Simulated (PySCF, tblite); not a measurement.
# C6H9ClO2Si: geometry, infrared bands and NMR shifts

What infrared bands and NMR shifts should C6H9ClO2Si (`CC(=O)[C@@H](C[SiH3])C(Cl)=C=O`) show?

Computed with tblite 0.8.0 and PySCF 2.14.0, with density-fitted response routines of our own, on a single molecule in the gas phase. Atoms are numbered from 0 throughout.

## (1) The molecule as given

19 atoms, charge 0, multiplicity 1; geometry from: force field or distance geometry start.

Bonds of the start (Å): C0–C1 1.51, C1–O2 1.22, C1–C3 1.53, C3–C4 1.54, C4–Si5 1.87, C3–C6 1.50, C6–Cl7 1.73, C6–C8 1.29, C8–O9 1.18, C0–H10 1.10, C0–H11 1.09, C0–H12 1.09, C3–H13 1.11, C4–H14 1.10, C4–H15 1.10, Si5–H16 1.48, Si5–H17 1.49, Si5–H18 1.49.

## (2) Optimising the geometry with GFN2-xTB

What the job is given:

```
{"job": {"kind": "relax", "xc": "GFN2-xTB", "basis": "xTB"}, "charge": 0, "multiplicity": 1}
C     -1.455700    -1.946200    -0.143700
C     -0.622000    -0.813800    -0.692200
O     -0.240400    -0.811300    -1.853500
C     -0.282700     0.329700     0.272000
C      1.132800     0.886800     0.051100
Si     2.539300    -0.234600     0.562200
C     -1.347900     1.365400     0.090100
Cl    -2.482400     1.560300     1.379300
C     -1.497500     2.167200    -0.911500
O     -1.639900     2.910400    -1.811100
H     -2.453400    -1.566300     0.133200
H     -1.587100    -2.716500    -0.908500
H     -0.977200    -2.388300     0.734800
H     -0.322400    -0.084600     1.297400
H      1.274000     1.144600    -1.013400
H      1.244600     1.827800     0.613900
H      2.418100    -1.550100    -0.095500
H      2.437600    -0.465000     2.027900
H      3.852400     0.393700     0.260100
```

The run is started by

```console
OMP_NUM_THREADS=1 python probes_run.py task.json out
```

The driver reads the jobs from task.json and runs them one after another.

**Question.** This job is followed by: GFN2-xTB harmonic vibrations, gas phase; GIAO PBE0/pcSseg-1 NMR shielding, non-relativistic, gas phase. Predict these results of the whole session: strongest single infrared mode (GFN2-xTB); zero-point energy (GFN2-xTB); 13C shifts against TMS (PBE0/pcSseg-1); 1H shifts against TMS (PBE0/pcSseg-1, means over atoms taken as alike); 17O shifts against H2O (PBE0/pcSseg-1); 29Si shifts against TMS (PBE0/pcSseg-1); 35Cl shifts against HCl (PBE0/pcSseg-1).

As calculated:

| quantity | value |
| --- | --- |
| strongest single infrared mode (GFN2-xTB) | 2265 cm⁻¹, 887 km/mol |
| zero-point energy (GFN2-xTB) | 81.2 kcal/mol |
| 13C shifts against TMS (PBE0/pcSseg-1) | 217.1, 211.8, 70.1, 49.8, 35.8, 9.9 ppm |
| 1H shifts against TMS (PBE0/pcSseg-1, means over atoms taken as alike) | 3.76, 2.54, 2.44, 1.24, 0.75 ppm |
| 17O shifts against H2O (PBE0/pcSseg-1) | 632.1, 460.2 ppm |
| 29Si shifts against TMS (PBE0/pcSseg-1) | -70.0 ppm |
| 35Cl shifts against HCl (PBE0/pcSseg-1) | 94 ppm |

What this shows: Over 128 steps the energy fell by 0.156 eV; of the close pairs, C4–Si5 changed most, 1.870 to 1.906 Å. No mode is imaginary among the 51: a minimum at this level. The strongest single mode, at 2265 cm⁻¹, moves mainly C8. Unscaled tight-binding wavenumbers are off by several per cent, some by more. Its intensities can rank the bands wrongly. At PBE0/pcSseg-1: The widest tensor belongs to O2: span 1198 ppm, with a paramagnetic part of -699 ppm.
